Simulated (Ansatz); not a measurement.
**CH2AlN (SMILES [H][Al]([H])[C]#N): CAM-B3LYP/STO-3G**

What is the electronic atomisation energy of CH2AlN at CAM-B3LYP/STO-3G? 

The calculation is run with Ansatz 0.2.0.

65 further runs of the same task are left out: 13 that didn't finish, 52 set aside as unsound or not needed.

### Step 1. The system as given

CH2AlN has 5 atoms, charge 0, and is taken as a singlet. SMILES: `[H][Al]([H])[C]#N`. The shape comes from GFN2-xTB, which is rough for such elements, and wasn't checked as a minimum.

Bond lengths: Al1–C4 1.977 Å, C4–N5 1.154 Å, Al1–H2 1.545 Å, Al1–H3 1.546 Å. Angles: Al1–C4–N5 179.7°, H2–Al1–C4 120.1°, H3–Al1–C4 120.4°, H2–Al1–H3 119.5°.

### Step 2. A single-point energy at CAM-B3LYP/STO-3G

Input file in.yaml:

```yaml
crystal:
  periodic: [false, false, false]
  atoms:
    - symbol: Al
      position_ang: [0.353320, 0.616070, 0.007940]
    - symbol: H
      position_ang: [1.897570, 0.618400, 0.058740]
    - symbol: H
      position_ang: [-0.410240, 1.959830, -0.023840]
    - symbol: C
      position_ang: [-0.634730, -1.095760, -0.014750]
    - symbol: "N"
      position_ang: [-1.205910, -2.098530, -0.028080]
basis:
  gaussian: {orbitals: STO-3G}
hamiltonian: {xc: {name: CAM-B3LYP}}
accuracy: high
```

Command:

```sh
ansatz run in.yaml --threads 1 --pin off --max-ram 2610MiB --events-out events.jsonl --progress --plain --runs-dir runs
```

Standard output:

```text
Warning: RAYON_NUM_THREADS=1 ignored (pool sized by the plan → 1); use --threads N
Functional definition: CAM-B3LYP
  name "CAM-B3LYP"
  parameter alpha = 0.19
  parameter beta = 0.46
  parameter omega = 0.33/bohr
  parameter ac = 0.81
  exchange = (1 - alpha - beta)*b88_x + beta*b88_x_sr(omega) + alpha*exact_x + beta*exact_x_lr(omega)
  correlation = (1 - ac)*vwn5_c + ac*lyp_c
373 factors; integrals over basis functions are off by at most 2.4e-9 eV
164 factors; integrals over basis functions are off by at most 1.1e-9 eV
mean field evaluation 1: about -9038.5211 eV, gradient 3.2e1 eV
mean field evaluation 2: about -9035.1812 eV, gradient 5.1e1 eV
mean field evaluation 4: about -9041.5972 eV, gradient 6.1e-1 eV
mean field evaluation 8: about -9041.5214 eV, gradient 2.6e-3 eV
mean field evaluation 16: about -9041.5214 eV, gradient 1.0e-8 eV
mean field -9041.52141213 eV, -332.2697833325 hartree, gradient 1.0e-8 eV, S^2 0.000000; 0 other end points of the search recorded, 0 dependent functions left out
reference -9041.52142508 eV, -332.2697838082 hartree; 14, 14 occupied and 7, 7 virtual orbitals, 373 factors
Total energy: -9041.52142508 eV, -332.2697838082 hartree
```

Run time: 1.4 s. Hardware: 1 thread of Arm Neoverse V1, shared host; peak memory 0.098 GiB.

### Step 3. The Al atom, same level

Input file molecule.yaml:

```yaml
crystal:
  periodic: [false, false, false]
  atoms:
    - {symbol: Al, position_ang: [0.000000, 0.000000, 0.000000]}
basis:
  gaussian:
    orbitals: STO-3G
accuracy: high
hamiltonian:
  xc: {name: CAM-B3LYP}
magnetization:
  spin_polarized: true
  initial_magnetization: 1
```

Run the same way, it converges to -239.30384 Eh (log not shown).

### Step 4. The C atom at the same level

Input file job.yaml:

```yaml
crystal:
  periodic: [false, false, false]
  atoms:
    - symbol: C
      position_ang: [0.000000, 0.000000, 0.000000]
basis:
  gaussian:
    orbitals: STO-3G
magnetization:
  spin_polarized: true
  initial_magnetization: 2
hamiltonian:
  xc: {name: CAM-B3LYP}
accuracy: high
```

Run the same way, it converges to -37.32769 Eh (log not shown).

### Step 5. The H atom at the same level

Input file job.yaml:

```yaml
crystal:
  periodic: [false, false, false]
  atoms:
    - symbol: H
      position_ang: [0.000000, 0.000000, 0.000000]
basis:
  gaussian:
    orbitals: STO-3G
magnetization:
  spin_polarized: true
  initial_magnetization: 1
hamiltonian:
  xc: {name: CAM-B3LYP}
accuracy: high
```

Command:

```sh
ansatz run job.yaml --threads 1 --pin off --max-ram 2610MiB --events-out events.jsonl --progress --plain --runs-dir runs
```

Standard output (excerpt; [...] marks lines left out):

```text
Warning: RAYON_NUM_THREADS=1 ignored (pool sized by the plan → 1); use --threads N
[... 8 set-up lines as earlier in the session ...]
1 factors; integrals over basis functions are off by at most 4.6e-10 eV
1 factors; integrals over basis functions are off by at most 3.0e-10 eV
mean field evaluation 1: about -12.5879 eV, gradient 0.0e0 eV
mean field evaluation 2: about -12.5879 eV, gradient 0.0e0 eV
mean field -12.58793461 eV, -0.4625980644 hartree, gradient 0.0e0 eV, S^2 0.750000; 0 other end points of the search recorded, 0 dependent functions left out
reference -12.58794100 eV, -0.4625982992 hartree; 1, 0 occupied and 0, 1 virtual orbitals, 1 factors
Total energy: -12.58794100 eV, -0.4625982992 hartree
```

Run time: 0.12 s. Hardware: 1 thread of Arm Neoverse V1, shared host.

### Step 6. The N atom at the same level

Input file input.yaml:

```yaml
crystal:
  periodic: [false, false, false]
  atoms:
    - {symbol: N, position_ang: [0.000000, 0.000000, 0.000000]}
basis:
  gaussian: {orbitals: STO-3G}
magnetization: {spin_polarized: true, initial_magnetization: 3}
hamiltonian: {xc: {name: CAM-B3LYP}}
accuracy: high
```

Command:

```sh
ansatz run input.yaml --threads 1 --pin off --max-ram 2610MiB --events-out events.jsonl --progress --plain --runs-dir runs
```

Standard output (excerpt; [...] marks lines left out):

```text
Warning: RAYON_NUM_THREADS=1 ignored (pool sized by the plan → 1); use --threads N
[... 8 set-up lines as earlier in the session ...]
15 factors; integrals over basis functions are off by at most 1.1e-9 eV
15 factors; integrals over basis functions are off by at most 3.5e-10 eV
mean field evaluation 1: about -1465.6661 eV, gradient 1.5e-9 eV
mean field evaluation 2: about -1465.6661 eV, gradient 9.3e-10 eV
mean field -1465.66612895 eV, -53.8622367749 hartree, gradient 0.0e0 eV, S^2 3.750000; 0 other end points of the search recorded, 0 dependent functions left out
reference -1465.66613565 eV, -53.8622370211 hartree; 5, 2 occupied and 0, 3 virtual orbitals, 15 factors
Total energy: -1465.66613565 eV, -53.8622370211 hartree
```

It took 0.24 s on 1 thread of Arm Neoverse V1, shared host.

### Step 7. Summary of results

At CAM-B3LYP/STO-3G:

| quantity | value |
| --- | --- |
| molecule: total energy | -332.26978 Eh |
| Al atom: total energy | -239.30384 Eh |
| Al atom: ⟨S²⟩ | 0.750 |
| C atom: total energy | -37.32769 Eh |
| C atom: ⟨S²⟩ | 2.000 |
| H atom: total energy | -0.46260 Eh |
| H atom: ⟨S²⟩ | 0.750 |
| N atom: total energy | -53.86224 Eh |
| N atom: ⟨S²⟩ | 3.750 |
| electronic atomisation energy | 23.152 eV |

**Reading.** Taking the molecule apart into free atoms costs 23.15 eV (2234 kJ/mol), before zero-point energy and without spin-orbit coupling. In a minimal basis such a difference can be off by several eV, whatever the method.
